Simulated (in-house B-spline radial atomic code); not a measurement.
**H: ionisation energy by several methods**

The task here is to estimate one member of a computed series from the others.

Method: non-relativistic, several functionals, spin-polarised, exact exchange averaged over the configuration; spherical all-electron atom at the radial basis limit. Code: in-house B-spline radial atomic code version 1.

### Starting point

| Property | Result |
| --- | --- |
| element | hydrogen (Z = 1) |
| charge | 0 |
| electrons | 1 |
| configuration | 1s1 |
| nucleus | point |

Where spins are not typed, each open shell is filled with up spins first.

Set-up of the first run:

Settings, as recorded:

```ini
Z = 1
electrons = 1.0
configuration = 1s1
hamiltonian = nr
method = wb97x
spin_polarised = True
exact_exchange = averaged over the configuration
```

Command:

```sh
python run_scf.py task.json out
```

task.json lists these runs, among others, and the program works through them in turn.

Steps of the session up to this table: ωB97X, a range-separated hybrid; HSE06, a range-separated hybrid; B3LYP, a global hybrid; LC-ωPBE, a range-separated hybrid; TPSSh, a global hybrid; r2SCAN0, a global hybrid.

One of the session's tables, all rows but one given; the rest of the session is left out.

| method | ΔSCF (eV) |
| --- | --- |
| B3LYP | ? |
| TPSSh | 13.611 |
| r2SCAN0 | 13.608 |
| ωB97X | 13.651 |
| HSE06 | 13.647 |
| LC-ωPBE | 13.776 |

**Question.** Estimate the row for B3LYP.

As computed: ΔSCF (eV): 13.672. In the column «ΔSCF (eV)» it lies between ωB97X (13.651) and LC-ωPBE (13.776).
